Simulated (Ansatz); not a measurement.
A run of Ansatz 0.2.0:

input.yaml

```yaml
crystal:
  lattice:
    - [4.11705, 0.0, 0.0]
    - [-2.05853, 3.56547, 0.0]
    - [0.0, 0.0, 5.4458]
  atoms:
    - { symbol: Ni, position: [0.0, 0.0, 0.95775], spin: 1.0 }
    - { symbol: Mo, position: [0.66667, 0.33333, 0.96161], spin: 1.0 }
    - { symbol: Pd, position: [0.66667, 0.33333, 0.46295] }
    - { symbol: Ir, position: [0.33333, 0.66667, 0.72572], spin: 0.6 }
    - { symbol: W, position: [0.33333, 0.66667, 0.23642] }
kpoints:
  mp_grid: { grid: [8, 8, 5] }
scf:
  occupations: { method: fermi_dirac, width: 0.05 }
hamiltonian:
  xc: pbe
  pseudopotentials: { kind: all_electron, lapw: { basis_error: 0.001 } }
magnetization:
  spin_polarized: true
output:
  forces: true
  stress: true
  eigenvalues: true
  populations: true
```

Potentials or basis: all-electron LAPW, scalar-relativistic.

The run is started by

```sh
$ ansatz run input.yaml --threads 8 --pin off --max-ram 24576MiB --backend cpu --events-out ev --progress --plain --runs-dir out
```

Hardware: 8 threads of Intel(R) Xeon(R) Platinum 8375C CPU @ 2.90GHz (Ice Lake), on a shared host.

Task: Estimate the wall time of this run.

Result: Run time: 2.2 min on 8 threads of Intel(R) Xeon(R) Platinum 8375C CPU @ 2.90GHz (Ice Lake) (shared host), peak memory 2.4 GiB. Counts: scf iterations 20, plane waves 1157, k points 40, bands 103.
